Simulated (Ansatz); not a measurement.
**C2H6FGaN radical: one species, many methods**

One table from this session's results is given with a row withheld; the runs are named, their logs left out.

Computed with Ansatz 0.2.0, Gaussian basis. Level: functionals in def2-TZVPP, the program's frozen cores in correlated methods.

Levels to be run: LDA (SPW92), PBE-D4, revPBE-D4, BLYP-D4, r2SCAN-D4, B97M-V, PBE0-D4, B3LYP-D4, r2SCANh-D4, r2SCAN0-D4, HSE06-D4, BHLYP-D4, CAM-B3LYP-D4, LC-ωPBE, ωB97X-V, ωB97M-V, B2PLYP, PBE-QIDH; CCSD(T)/def2-SVP; CCSD(T)/def2-TZVPP; MP2/def2-QZVPP; extrapolation to the limit; RPA on PBE.

1 further run of the same task is left out (for a known fault of the program).

**The geometry**

An earlier PBE0-D4 in a triple-zeta def2 set relaxation fixed the geometry.

SMILES `[CH2][N](C)[GaH][F]`, 11 atoms, charge 0, spin multiplicity 2.

Atoms are counted from 1 here; the program's logs count them from 0.

Bond lengths: C1–N2 1.263 Å, C1–H6 1.091 Å, C1–H7 1.087 Å, N2–C3 1.447 Å, N2–Ga4 2.110 Å, C3–H8 1.093 Å, C3–H9 1.092 Å, C3–H10 1.091 Å, Ga4–F5 1.800 Å, Ga4–H11 1.598 Å. Angles: N2–C1–H6 121.9°, N2–C1–H7 119.1°, H6–C1–H7 119.0°, C1–N2–C3 120.6°, C1–N2–Ga4 123.3°, C3–N2–Ga4 116.1°, N2–C3–H8 111.8°, N2–C3–H9 108.9°, N2–C3–H10 108.1°, H8–C3–H9 109.9°, H8–C3–H10 111.1°, H9–C3–H10 107.0°, N2–Ga4–F5 92.8°, N2–Ga4–H11 101.1°, F5–Ga4–H11 115.2°.

Set-up of the first run:

in.yaml

```yaml
crystal:
  periodic: [false, false, false]
  atoms:
    - {symbol: C, position_ang: [-0.742797, 1.240936, -0.385288]}
    - {symbol: N, position_ang: [-0.019918, 0.251168, -0.079242]}
    - {symbol: C, position_ang: [0.227134, -0.804480, -1.037936]}
    - {symbol: Ga, position_ang: [0.967649, 0.067819, 1.776851]}
    - {symbol: F, position_ang: [0.792456, -1.723967, 1.792806]}
    - {symbol: H, position_ang: [-1.184713, 1.347449, -1.377392]}
    - {symbol: H, position_ang: [-0.929975, 2.009973, 0.360009]}
    - {symbol: H, position_ang: [-0.341304, -0.656050, -1.959459]}
    - {symbol: H, position_ang: [1.295324, -0.835980, -1.261117]}
    - {symbol: H, position_ang: [-0.029389, -1.754786, -0.568118]}
    - {symbol: H, position_ang: [-0.034479, 0.857918, 2.738885]}
basis:
  gaussian: {orbitals: def2-TZVPP}
magnetization: {spin_polarized: true, initial_magnetization: 1}
hamiltonian: {xc: lda}
output: {orbitals: {seedname: orbitals}}
```

Launch:

```
$ ansatz run in.yaml --threads 2 --pin off --events-out ev --progress --plain --max-ram 32768MiB --backend cpu
```

Steps of the session up to this table: LDA; PBE-D4 (GGA); revPBE-D4 (GGA); BLYP-D4 (GGA); r2SCAN-D4 (meta-GGA); B97M-V (meta-GGA); B3LYP-D4 (hybrid); r2SCANh-D4 (hybrid); r2SCAN0-D4 (hybrid); HSE06-D4 (hybrid); BHLYP-D4 (hybrid); CAM-B3LYP-D4 (range-separated); LC-ωPBE (range-separated); ωB97X-V (range-separated); ωB97M-V (range-separated); B2PLYP (double hybrid); PBE-QIDH (double hybrid).

One of the session's tables, all rows but one given; the rest of the session is left out.

It belongs to the step «Frontier levels by functional». 

| functional | HOMO (eV) | LUMO (eV) | gap (eV) |
| --- | --- | --- | --- |
| LDA (SPW92) | -4.01 | -3.23 | 0.78 |
| PBE-D4 | -3.93 | -2.93 | 1.00 |
| revPBE-D4 | -3.89 | -2.82 | 1.06 |
| BLYP-D4 | -3.76 | -2.90 | 0.87 |
| r2SCAN-D4 | -4.22 | -2.72 | 1.51 |
| B97M-V | -4.01 | -3.03 | 0.98 |
| PBE0-D4 | -4.85 | -1.97 | 2.88 |
| B3LYP-D4 | -4.64 | -2.29 | 2.34 |
| r2SCANh-D4 | ? | ? | ? |
| r2SCAN0-D4 | -5.09 | -1.83 | 3.27 |
| HSE06-D4 | -4.46 | -2.35 | 2.11 |
| BHLYP-D4 | -5.67 | -1.01 | 4.67 |
| CAM-B3LYP-D4 | -6.01 | -0.96 | 5.05 |
| LC-ωPBE | -7.32 | 0.37 | 7.69 |
| ωB97X-V | -6.85 | 0.11 | 6.97 |
| ωB97M-V | -6.74 | -0.05 | 6.69 |

Q: Estimate the row for r2SCANh-D4 from the others.

Worked estimate for «HOMO (eV)». Against the share of exact exchange, r2SCAN-D4 (0, -4.22), r2SCAN0-D4 (0.25, -5.09) give a slope of -3.48 per unit share; at 0.1 the line stands at -4.57.

The run gave: HOMO (eV): -4.56; LUMO (eV): -2.36; gap (eV): 2.20. In «HOMO (eV)» the line misses by -0.01.
